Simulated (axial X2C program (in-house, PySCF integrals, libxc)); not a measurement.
**All-electron X2C curves of WF**

What are the state, bond length, wavenumber and bond energy of WF, and what does spin–orbit coupling change?

Program: an in-house X2C program for linear molecules on PySCF integrals. Level of theory: all-electron X2C, W dyall-cv3z, F dyall-av3z. These are calculated values, not measurements.

**1. The job**

Input file task.json:

```json
{"zs": [74, 9], "q": 0, "bas": ["dyall-cv3z", "dyall-av3z"], "levels": ["PBE0", "HF", "BHandHLYP"], "cc": true, "r0": 2.01, "thr": -1.0, "nmax": 90, "npts": 10, "nst": 2, "ntry": 6}
```

Keys: zs atomic numbers; q charge; bas basis sets; levels methods (HF also brings MP2); cc coupled cluster on or off; r0 starting distance in Å; thr threshold in hartree for freezing inner shells (an s shell follows its p shell); nmax most natural virtual spinors; npts points asked for on the curve; nst determinants followed; ntry starts of the search.

Run with:

```
$ python so2c.py task.json out
```

Spin-free means the one-electron spin-free X2C Hamiltonian; two-component (2c) means X2C with spin–orbit coupling and atomic mean-field two-electron Coulomb and Gaunt terms. Basis: W dyall-cv3z contracted to [13s14p9d7f4g], F dyall-av3z contracted to [7s6p3d2f]; Gaussian nuclei, density fitting. Masses: W 183.951 u, F 18.998 u.

Notation: σ, π±, δ± give the projection m of an orbital's angular momentum (0, ±1, ±2), α and β its spin, Λ and M_S the sums; ω is the projection of a spinor's total angular momentum and Ω the sum. Logs are in hartree.

The results follow Hamiltonian by Hamiltonian and level by level.

**2. Search for the lowest determinant**

PBE0 moves the distance from 2.010 Å to 1.891 Å and compares determinants there.

Spin-free determinants:

```json
{"ΔE (eV)": "0.00", "state": "M_S = 5/2, Λ = 0", "open shells": "beyond closed shells: σα, π+α, π-α, δ+α, δ-α"}
{"ΔE (eV)": "0.90", "state": "M_S = 3/2, Λ = 1", "open shells": "beyond closed shells: π+α, δ+α, δ-α"}
{"ΔE (eV)": "1.24", "state": "M_S = 5/2, Λ = 1", "open shells": "beyond closed shells: 2 × σα, π+α, δ+α, δ-α"}
{"ΔE (eV)": "1.27", "state": "M_S = 3/2, Λ = 2", "open shells": "beyond closed shells: π+α, π-α, δ+α"}
{"ΔE (eV)": "1.81", "state": "M_S = 3/2, Λ = 0", "open shells": "beyond closed shells: σβ, π+α, π-α, δ+α, δ-α"}
{"ΔE (eV)": "2.28", "state": "M_S = 3/2, Λ = 1", "open shells": "beyond closed shells: σα, π-α, δ+α, δ+β, δ-α"}
{"ΔE (eV)": "2.28", "state": "M_S = 3/2, Λ = 3", "open shells": "beyond closed shells: σα, π+α, δ+α, δ+β, δ-α"}
```

Two-component determinants:

```json
{"ΔE (eV)": "0.00", "state": "Ω = 5/2", "open shells": "excess of +ω over −ω: ω = 5/2"}
{"ΔE (eV)": "0.75", "state": "Ω = 1/2", "open shells": "excess of +ω over −ω: ω = -1/2, ω = -3/2, ω = 5/2"}
{"ΔE (eV)": "0.92", "state": "Ω = 1/2", "open shells": "excess of +ω over −ω: ω = 1/2"}
{"ΔE (eV)": "1.05", "state": "Ω = 3/2", "open shells": "excess of +ω over −ω: ω = 1/2, ω = -3/2, ω = 5/2"}
{"ΔE (eV)": "1.32", "state": "Ω = 7/2", "open shells": "excess of +ω over −ω: 2 × ω = 1/2, ω = 5/2"}
{"ΔE (eV)": "1.52", "state": "Ω = 7/2", "open shells": "excess of +ω over −ω: ω = -1/2, ω = 3/2, ω = 5/2"}
{"ΔE (eV)": "1.64", "state": "Ω = 3/2", "open shells": "excess of +ω over −ω: ω = 3/2"}
```

**3. PBE0, spin-free**

State followed: M_S = 5/2, Λ = 0 (beyond closed shells: σα, π+α, π-α, δ+α, δ-α). The scan is laid around 1.891 Å, a first estimate of the minimum, and this SCF restarts from the orbitals of the search.

The SCF at the reference distance of 1.891 Å:

```text
spin-free X2C-1e  PBE0
basis functions 239  fitting functions 1166  grid points 5075
iter        total energy     max residual
   1     -16243.443713333     1.68e-05
   2     -16243.443713333     1.68e-05
converged
one-electron -22664.83424131  Coulomb 6574.06353204  exact exchange -83.40820777  xc functional -255.63815561  nuclear repulsion 186.37335932
```

Along the bond, energies from the lowest point:

```csv
R (Å),E (eV),μ (D),HOMO (eV),LUMO (eV),iterations
1.721,0.4805,-1.25,-5.19,-2.11,13
1.778,0.1852,-1.71,-5.40,-2.14,13
1.834,0.0369,-2.15,-5.60,-2.19,13
1.891,0.0000,-2.56,-5.79,-2.24,2
1.957,0.0600,-3.02,-6.00,-2.31,13
2.023,0.1987,-3.46,-6.20,-2.50,13
2.108,0.4524,-3.99,-6.43,-2.78,13
```

Dipoles are positive if F is the positive end.

Outer orbitals at the reference distance:

| symmetry | occupied | ε (eV) | atomic character |
| --- | --- | --- | --- |
| σα | yes | -31.32 | 80% F s, 6% W d, 5% W p |
| σβ | yes | -31.14 | 80% F s, 6% W d, 5% W p |
| σα | yes | -12.16 | 82% F p, 11% W d, 2% W s |
| σβ | yes | -12.06 | 85% F p, 8% W d |
| π-α | yes | -11.55 | 82% F p, 12% W d, 2% W f |
| π+α | yes | -11.55 | 82% F p, 12% W d, 2% W f |
| π-β | yes | -11.03 | 87% F p, 6% W d, 3% W f |
| π+β | yes | -11.03 | 87% F p, 6% W d, 3% W f |
| σα | yes | -6.86 | 64% W s, 19% W d, 8% F p |
| δ+α | yes | -6.38 | 100% W d |
| δ-α | yes | -6.38 | 100% W d |
| π+α | yes | -5.79 | 80% W d, 9% F p, 6% W p |
| π-α | yes | -5.79 | 80% W d, 9% F p, 6% W p |
| σβ | no | -2.24 | 73% W s, 10% W d, 6% F s |
| σα | no | -2.05 | 46% W d, 38% W p, 8% W s |
| π-α | no | -0.82 | 84% W p, 9% F p, 4% W d |
| π+α | no | -0.82 | 84% W p, 9% F p, 4% W d |

PBE0 fields in the half plane through the axis: z from -2.4 to 4.2 Å across, distance from the axis 0.15 to 2.25 Å upwards; W lies at z = 0 and F at z = 1.891 Å; the ELF is damped to zero where the density is low.

log10 density (e/bohr³). Ten even steps from '0' (-5.77 ) to '9' (1.80 ):
```
22333333333332222211000
23334444444333333221100
23344444444444333322110
33344555555444444432211
33445556665555555443221
33445566766556665543321
33445677877666776544321
23345678987667877654322
```

ELF. Ten even steps from '0' (0.00 ) to '9' (0.87 ):
```
00134554322100000000000
01356765432100000000000
02467776443200000000000
02467875443211222100000
01356765443213565310000
00123566665237887520000
00000375356159999731000
00000265355179149841000
```

Re = 1.885 Å, ωe = 645 cm⁻¹, ωexe = 2.83 cm⁻¹, Be = 0.2755 cm⁻¹, De = 5.19 eV, μ = -2.52 D.

**4. HF, spin-free**

Output at 1.891 Å:

```text
spin-free X2C-1e  HF
basis functions 239  fitting functions 1166  grid points 5075
iter        total energy     max residual
   1     -16238.030181035     9.88e-01
   2     -16238.079040451     2.05e-02
   3     -16238.080510928     2.20e-02
   4     -16238.082640472     1.54e-03
   5     -16238.082813290     9.76e-04
   6     -16238.082877264     5.75e-04
   7     -16238.082916183     3.54e-04
   8     -16238.082935837     1.63e-04
   9     -16238.082938824     7.42e-05
  10     -16238.082939376     3.29e-05
  11     -16238.082939550     1.08e-05
  12     -16238.082939582     2.92e-06
  13     -16238.082939583     9.27e-07
converged
one-electron -22666.88964672  Coulomb 6576.34555823  exact exchange -333.91221042  xc functional 0.00000000  nuclear repulsion 186.37335932
```

Re = 1.912 Å, ωe = 627 cm⁻¹, ωexe = 2.65 cm⁻¹, Be = 0.2678 cm⁻¹, De = 3.45 eV, μ = -3.06 D.

**5. BHandHLYP, spin-free**

Output at 1.891 Å:

```text
spin-free X2C-1e  BHandHLYP
basis functions 239  fitting functions 1166  grid points 5075
iter        total energy     max residual
   1     -16243.510212800     3.45e-01
   2     -16243.514536115     9.15e-03
   3     -16243.513896805     1.27e-02
   4     -16243.515553815     4.09e-04
   5     -16243.515562424     2.52e-04
   6     -16243.515564810     1.26e-04
   7     -16243.515566244     7.76e-05
   8     -16243.515566533     3.26e-05
   9     -16243.515566615     8.95e-06
  10     -16243.515566625     3.10e-06
  11     -16243.515566626     1.27e-06
converged
one-electron -22665.91668838  Coulomb 6575.22680722  exact exchange -166.87005023  xc functional -172.32899456  nuclear repulsion 186.37335932
```

Re = 1.894 Å, ωe = 644 cm⁻¹, ωexe = 2.74 cm⁻¹, Be = 0.273 cm⁻¹, De = 5.06 eV, μ = -2.88 D.

**6. MP2 and beyond, spin-free**

Correlated methods: 13 electrons correlated (frozen shells, counted by type: W 5 s, 4 p, 2 d, 1 f; F 1 s), 313 virtual spinors in MP2, 89 natural virtuals in coupled cluster.

Output of the correlated part at 1.891 Å:

```text
correlated 13  virtual 313  natural virtual 89  E(MP2) -0.360371858  MP2 remainder -0.017040205
iter   CCSD correlation   residual
   1     -0.337502023   1.18e-01
   2     -0.345208930   5.63e-02
   3     -0.347913036   1.93e-02
   4     -0.347959229   7.30e-03
   5     -0.347976907   3.09e-03
   6     -0.347998516   1.41e-03
   7     -0.347994792   6.35e-04
   8     -0.347997505   1.83e-04
   9     -0.347997683   6.28e-05
  10     -0.347996825   2.60e-05
  11     -0.347996773   1.19e-05
  12     -0.347996624   5.27e-06
  13     -0.347996598   2.11e-06
  14     -0.347996614   8.46e-07
(T) -0.011311550  T1 0.0253  D1 0.0540  max T2 0.035
```

T1 in the output is the amplitude norm over the root of the electron number; divide by √2 for the Lee–Taylor value.

MP2: Re = 1.905 Å, ωe = 627 cm⁻¹, Be = 0.2698 cm⁻¹, De = 5.53 eV.

CCSD: Re = 1.905 Å, ωe = 632 cm⁻¹, ωexe = 2.61 cm⁻¹, Be = 0.2698 cm⁻¹, De = 5.09 eV. T1 at Re = 0.018 (Lee–Taylor, the printed value over √2).

CCSD(T): Re = 1.906 Å, ωe = 630 cm⁻¹, ωexe = 2.63 cm⁻¹, Be = 0.2696 cm⁻¹, De = 5.22 eV. T1 at Re = 0.018 (Lee–Taylor, the printed value over √2).

**7. A higher determinant, spin-free**

State: M_S = 3/2, Λ = 1 (beyond closed shells: π+α, δ+α, δ-α).

Output at the reference distance:

```text
spin-free X2C-1e  PBE0
basis functions 239  fitting functions 1166  grid points 5075
iter        total energy     max residual
   1     -16243.410483126     6.20e-06
   2     -16243.410483129     5.97e-06
   3     -16243.410483130     2.87e-06
converged
one-electron -22659.16220084  Coulomb 6568.22477726  exact exchange -83.35043511  xc functional -255.49598375  nuclear repulsion 186.37335932
```

```csv
R (Å),E above the lowest PBE0 point (eV)
1.721,0.953
1.778,0.819
1.834,0.814
1.891,0.904
1.957,1.091
2.023,1.333
2.108,1.690
```

Re = 1.807 Å, ωe = 732 cm⁻¹, ωexe = 3.76 cm⁻¹, Be = 0.2997 cm⁻¹, μ = -1.38 D. Te = 0.80 eV.

**8. The spin-free curves together**

Energy (eV) of the followed determinant, spin-free, from each level's lowest point:

```csv
R (Å),PBE0,HF,MP2,CCSD,CCSD(T),BHandHLYP
1.721,0.480,0.632,0.585,0.592,0.596,0.535
1.778,0.185,0.279,0.251,0.254,0.256,0.217
1.834,0.037,0.080,0.068,0.069,0.070,0.051
1.891,0.000,0.000,0.000,0.000,0.000,0.000
1.957,0.060,0.018,0.029,0.029,0.028,0.048
2.023,0.199,0.122,0.141,0.144,0.140,0.178
2.108,0.452,0.343,0.367,0.375,0.368,0.426
```

**9. PBE0, 2c**

State followed: Ω = 5/2 (excess of +ω over −ω: ω = 5/2). The scan is laid around 1.891 Å, a first estimate of the minimum, and this SCF restarts from the orbitals of the search.

Output at 1.891 Å:

```text
two-component X2C + atomic mean field  PBE0
basis functions 239  fitting functions 1166  grid points 5075
iter        total energy     max residual
   1     -16242.179792761     9.83e-06
   2     -16242.179792771     5.63e-06
   3     -16242.179792775     2.97e-06
   4     -16242.179792776     1.35e-06
converged
one-electron -22646.91132342  Coulomb 6571.34214805  exact exchange -83.37844276  xc functional -255.59166031  nuclear repulsion 186.37335932  atomic mean-field constant -14.01387366
```

Along the bond, energies from the lowest point:

```csv
R (Å),E (eV),μ (D),HOMO (eV),LUMO (eV),iterations
1.721,0.4702,-1.27,-5.07,-2.23,15
1.778,0.1796,-1.72,-5.28,-2.25,15
1.834,0.0346,-2.15,-5.47,-2.28,15
1.891,0.0000,-2.56,-5.66,-2.32,4
1.957,0.0617,-3.02,-5.87,-2.39,15
2.023,0.2015,-3.46,-6.07,-2.53,14
2.108,0.4560,-3.99,-6.30,-2.80,14
```

Dipoles are positive if F is the positive end.

Outer spinors at the reference distance:

```
   ω  occupied  ε (eV)          atomic character     λ mixture
-7/2       yes  -35.33                  100% W f        100% φ
 1/2       yes  -31.31   80% F s, 6% W d, 5% W p        100% σ
-1/2       yes  -31.14   79% F s, 6% W d, 6% W p        100% σ
 1/2       yes  -12.17  82% F p, 11% W d, 2% W s        100% σ
-1/2       yes  -12.09           85% F p, 9% W d   99% σ, 1% π
-1/2       yes  -11.58  82% F p, 12% W d, 2% W f   99% π, 1% σ
 3/2       yes  -11.54  82% F p, 12% W d, 2% W f        100% π
 1/2       yes  -11.07   87% F p, 7% W d, 3% W f        100% π
-3/2       yes  -11.02   87% F p, 6% W d, 3% W f        100% π
 1/2       yes   -6.85  64% W s, 19% W d, 8% F p        100% σ
-3/2       yes   -6.65                   99% W d        100% δ
 5/2       yes   -6.07                  100% W d        100% δ
-1/2       yes   -5.96   80% W d, 9% F p, 7% W p   98% π, 2% σ
 3/2       yes   -5.66   81% W d, 9% F p, 6% W p   99% π, 1% δ
-1/2        no   -2.32   73% W s, 9% W d, 6% F s   99% σ, 1% π
 1/2        no   -2.09  46% W d, 38% W p, 8% W s   97% σ, 3% π
-1/2        no   -0.95   81% W p, 9% F p, 6% W d   97% π, 3% σ
 3/2        no   -0.76  50% W p, 45% W d, 4% F p  57% π, 43% δ
```

PBE0 fields in the half plane through the axis: z from -2.4 to 4.2 Å across, distance from the axis 0.15 to 2.25 Å upwards; W lies at z = 0 and F at z = 1.891 Å; the ELF is damped to zero where the density is low.

log10 density (e/bohr³). Ten even steps from '0' (-5.78 ) to '9' (1.80 ):
```
22333333333333222211000
23334444444333333221100
23344444444444433322110
33344555555444444432211
33445556665555555443221
33445566766556665543321
33445677877666776544321
23345678987667877654322
```

ELF. Ten even steps from ' ' (0.00 ) to '@' (0.87 ):
```
    ..--==++++==--::....                      
  ..--++**##**++==--::..                      
  ::==**######**====--::                      
  ::==**######++==----::....::::::..          
  ..--++**##**++====--::..--++**++--..        
    ..::--++********++::--##%%%%##++::        
          --##++--++**..++@@@@@@@@##--..      
          ::**++--++++..##@@..==@@%%==..      
```

Re = 1.884 Å, ωe = 645 cm⁻¹, ωexe = 2.83 cm⁻¹, Be = 0.2758 cm⁻¹, De = 5.18 eV, μ = -2.51 D.

**10. HF, 2c**

Output at 1.891 Å:

```text
two-component X2C + atomic mean field  HF
basis functions 239  fitting functions 1166  grid points 5075
iter        total energy     max residual
   1     -16236.723460733     9.84e-01
   2     -16236.772616013     2.05e-02
   3     -16236.774164912     2.20e-02
   4     -16236.776295795     1.58e-03
   5     -16236.776497824     9.80e-04
   6     -16236.776577911     5.75e-04
   7     -16236.776630231     4.06e-04
   8     -16236.776657062     2.17e-04
   9     -16236.776661064     1.32e-04
  10     -16236.776662012     8.98e-05
  11     -16236.776662530     5.03e-05
  12     -16236.776662714     2.36e-05
  13     -16236.776662768     1.33e-05
  14     -16236.776662796     7.14e-06
  15     -16236.776662808     3.58e-06
  16     -16236.776662810     2.18e-06
  17     -16236.776662811     9.88e-07
converged
one-electron -22648.91550765  Coulomb 6573.57302834  exact exchange -333.79366916  xc functional 0.00000000  nuclear repulsion 186.37335932  atomic mean-field constant -14.01387366
```

Re = 1.911 Å, ωe = 626 cm⁻¹, ωexe = 2.64 cm⁻¹, Be = 0.2681 cm⁻¹, De = 3.44 eV, μ = -3.04 D.

**11. BHandHLYP, 2c**

The SCF at the reference distance of 1.891 Å:

```text
two-component X2C + atomic mean field  BHandHLYP
basis functions 239  fitting functions 1166  grid points 5075
iter        total energy     max residual
   1     -16242.235559915     3.44e-01
   2     -16242.240044048     9.09e-03
   3     -16242.239491539     1.27e-02
   4     -16242.241183713     9.61e-04
   5     -16242.241245614     8.24e-04
   6     -16242.241285669     7.33e-04
   7     -16242.241344897     5.43e-04
   8     -16242.241393951     3.73e-04
   9     -16242.241426750     2.39e-04
  10     -16242.241448595     1.66e-04
  11     -16242.241457601     8.68e-05
  12     -16242.241459663     4.08e-05
  13     -16242.241460145     1.66e-05
  14     -16242.241460185     9.26e-06
  15     -16242.241460194     4.49e-06
  16     -16242.241460196     2.13e-06
  17     -16242.241460197     5.61e-07
converged
one-electron -22647.87711630  Coulomb 6572.38070677  exact exchange -166.80561336  xc functional -172.29892297  nuclear repulsion 186.37335932  atomic mean-field constant -14.01387366
```

Re = 1.889 Å, ωe = 638 cm⁻¹, ωexe = 3.04 cm⁻¹, Be = 0.2744 cm⁻¹, De = 5.03 eV, μ = -2.87 D.

**12. MP2 and beyond, 2c**

Correlated methods: 13 electrons correlated (frozen shells, counted by type: W 5 s, 4 p, 2 d, 1 f; F 1 s), 313 virtual spinors in MP2, 90 natural virtuals in coupled cluster.

Output of the correlated part at 1.891 Å:

```text
correlated 13  virtual 313  natural virtual 90  E(MP2) -0.360827840  MP2 remainder -0.016645455
iter   CCSD correlation   residual
   1     -0.338331060   1.18e-01
   2     -0.346060703   5.64e-02
   3     -0.348775611   1.94e-02
   4     -0.348822248   7.34e-03
   5     -0.348842167   3.12e-03
   6     -0.348864234   1.43e-03
   7     -0.348860337   6.54e-04
   8     -0.348863247   2.04e-04
   9     -0.348863305   8.17e-05
  10     -0.348862473   4.16e-05
  11     -0.348862334   2.22e-05
  12     -0.348862171   9.81e-06
  13     -0.348862116   4.18e-06
  14     -0.348862159   1.98e-06
  15     -0.348862154   9.93e-07
(T) -0.011389223  T1 0.0253  D1 0.0531  max T2 0.036
```

MP2: Re = 1.904 Å, ωe = 626 cm⁻¹, Be = 0.2702 cm⁻¹, De = 5.52 eV.

CCSD: Re = 1.903 Å, ωe = 632 cm⁻¹, ωexe = 2.62 cm⁻¹, Be = 0.2702 cm⁻¹, De = 5.08 eV. T1 at Re = 0.018 (Lee–Taylor, the printed value over √2).

CCSD(T): Re = 1.905 Å, ωe = 629 cm⁻¹, ωexe = 2.64 cm⁻¹, Be = 0.2699 cm⁻¹, De = 5.20 eV. T1 at Re = 0.018 (Lee–Taylor, the printed value over √2).

**13. A higher determinant, 2c**

State: Ω = 1/2 (excess of +ω over −ω: ω = -1/2, ω = -3/2, ω = 5/2).

Output at the reference distance:

```text
two-component X2C + atomic mean field  PBE0
basis functions 239  fitting functions 1166  grid points 5075
iter        total energy     max residual
   1     -16242.152163857     1.12e-05
   2     -16242.152163895     8.36e-06
   3     -16242.152163925     5.23e-06
   4     -16242.152163945     1.86e-06
   5     -16242.152163945     1.05e-06
converged
one-electron -22641.32531949  Coulomb 6565.58879517  exact exchange -83.32245726  xc functional -255.45266803  nuclear repulsion 186.37335932  atomic mean-field constant -14.01387366
```

```csv
R (Å),E above the lowest PBE0 point (eV)
1.721,0.808
1.778,0.673
1.834,0.666
1.891,0.752
1.957,0.934
2.023,1.172
2.108,1.525
```

Re = 1.809 Å, ωe = 726 cm⁻¹, ωexe = 3.64 cm⁻¹, Be = 0.2992 cm⁻¹, μ = -1.31 D. Te = 0.66 eV.

**14. The 2c curves together**

Energy (eV) of the followed determinant, 2c, from each level's lowest point:

```csv
R (Å),PBE0,HF,MP2,CCSD,CCSD(T),BHandHLYP
1.721,0.470,0.623,0.574,0.581,0.585,0.475
1.778,0.180,0.274,0.245,0.248,0.251,0.191
1.834,0.035,0.078,0.065,0.066,0.067,0.042
1.891,0.000,0.000,0.000,0.000,0.000,0.000
1.957,0.062,0.020,0.031,0.031,0.030,0.054
2.023,0.202,0.126,0.144,0.147,0.143,0.187
2.108,0.456,0.347,0.371,0.379,0.372,0.437
```

The whole job took 3.6 min on 1 thread of Arm Neoverse V2, shared host.

**15. What came out**

Lowest determinant that the search found at its distance, spin-free: M_S = 5/2, Λ = 0 (beyond closed shells: σα, π+α, π-α, δ+α, δ-α).

Lowest determinant that the search found at its distance, 2c: Ω = 5/2 (excess of +ω over −ω: ω = 5/2).

| Hamiltonian | level | Re (Å) | ωe (cm⁻¹) | De (eV) | μ (D) |
| --- | --- | --- | --- | --- | --- |
| spin-free | PBE0 | 1.885 | 645 | 5.19 | -2.52 |
| spin-free | HF | 1.912 | 627 | 3.45 | -3.06 |
| spin-free | MP2 | 1.905 | 627 | 5.53 | n/a |
| spin-free | CCSD | 1.905 | 632 | 5.09 | n/a |
| spin-free | CCSD(T) | 1.906 | 630 | 5.22 | n/a |
| spin-free | BHandHLYP | 1.894 | 644 | 5.06 | -2.88 |
| 2c | PBE0 | 1.884 | 645 | 5.18 | -2.51 |
| 2c | HF | 1.911 | 626 | 3.44 | -3.04 |
| 2c | MP2 | 1.904 | 626 | 5.52 | n/a |
| 2c | CCSD | 1.903 | 632 | 5.08 | n/a |
| 2c | CCSD(T) | 1.905 | 629 | 5.20 | n/a |
| 2c | BHandHLYP | 1.889 | 638 | 5.03 | -2.87 |

Dipoles are positive if F is the positive end.

Time per point (s) on 1 thread of Arm Neoverse V2, shared host (2c runs; CCSD comes with the CCSD(T) run); the times are rough: PBE0 1.1, HF 1.1, MP2 1.6, CCSD(T) 5.6, BHandHLYP 1.5.

**Reading.** At CCSD(T), going from spin-free to two-component changes Re by -1 mÅ, ωe by -0.1 %, which is small (part of it comes from the scalar share of the two-electron terms). De moves by -0.01 eV; both De rest on single-determinant atoms, which can miss part of an open shell's spin–orbit lowering.

De refers to W + F, each in the lowest determinant found, which need not be this curve's own limit. The state is a single determinant with fixed occupations, the lowest that a limited PBE0 search found. De is counted from the lowest determinant-based energies of the atoms at the same level, without counterpoise correction. Density functionals use the spin component along the axis (collinear). Coupled cluster ran in a truncated set of natural virtual spinors; the MP2 energy of the rest was added. With several unpaired electrons one determinant need not be a pure state. With the outer-core shells frozen, correlated bond lengths of heavy atoms tend to come out a few hundredths of an ångström too long.
